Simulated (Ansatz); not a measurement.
# TaZn2B3: the cost of one run

Computed with Ansatz 0.2.0 (DFT PBE, scalar-relativistic, plane waves, PAW, unless a step's input says otherwise).

2 further runs of the same task are left out: 1 that didn't finish, 1 set aside as unsound or not needed.

## 1. The system as given

It takes space group Pmmm (No. 47, orthorhombic). Conventional cell: a = 3.272 Å, b = 4.697 Å, c = 5.348 Å, α = 90.00°, β = 90.00°, γ = 90.00°. Around Ta (site symmetry mmm) lie 4 B at 2.59 Å and 4 Zn at 2.81 Å. Zn (site symmetry mm2) is surrounded by 4 B at 1.89 to 1.99 Å. B (site symmetry 2mm) is surrounded by 1 B at 1.09 Å. B (site symmetry mmm) is surrounded by 4 Zn at 1.99 Å.

Structure file:

```
Ta Zn B
1.0
     3.27169    0.00000    0.00000
     0.00000    4.69726    0.00000
     0.00000    0.00000    5.34759
Ta Zn B
1 2 3
Direct
  0.00000 0.00000 0.00000
  0.00000 0.50000 0.28878
  0.00000 0.50000 0.71122
  0.66610 0.50000 0.00000
  0.33390 0.50000 0.00000
  0.50000 0.50000 0.50000
```

A structure generator made this guess: random cell by space group and Wyckoff sites (Pmmm, No. 47). Its size is a rough estimate.

## 2. The guess as it stands, on a coarse mesh

input.yaml reads:

```yaml
crystal:
  lattice:
    - [3.27168772, 0.0, 0.0]
    - [0.0, 4.69726227, 0.0]
    - [0.0, 0.0, 5.3475906]
  atoms:
    - { symbol: Ta, position: [0.0, 0.0, 0.0] }
    - { symbol: Zn, position: [0.0, 0.5, 0.28878202] }
    - { symbol: Zn, position: [0.0, 0.5, 0.71121798] }
    - { symbol: B, position: [0.66610361, 0.5, 0.0] }
    - { symbol: B, position: [0.33389639, 0.5, 0.0] }
    - { symbol: B, position: [0.5, 0.5, 0.5] }
basis:
  ecutwfc: 420
kpoints:
  mp_grid: { grid: [6, 4, 4] }
hamiltonian:
  xc: pbe
scf:
  occupations: { method: gaussian, width: 0.1 }
  lower_state_search: "off"
output:
  forces: true
  stress: true
  eigenvalues: true
```

Launch:

```sh
$ ansatz run input.yaml --threads 1 --pin off --max-ram 2560MiB --backend cpu --events-out ev --progress --plain --runs-dir out
```

What time and memory should one allow on 1 thread of Arm Neoverse V1, shared host?

About 7.3 s, with a peak of 0.37 GiB.
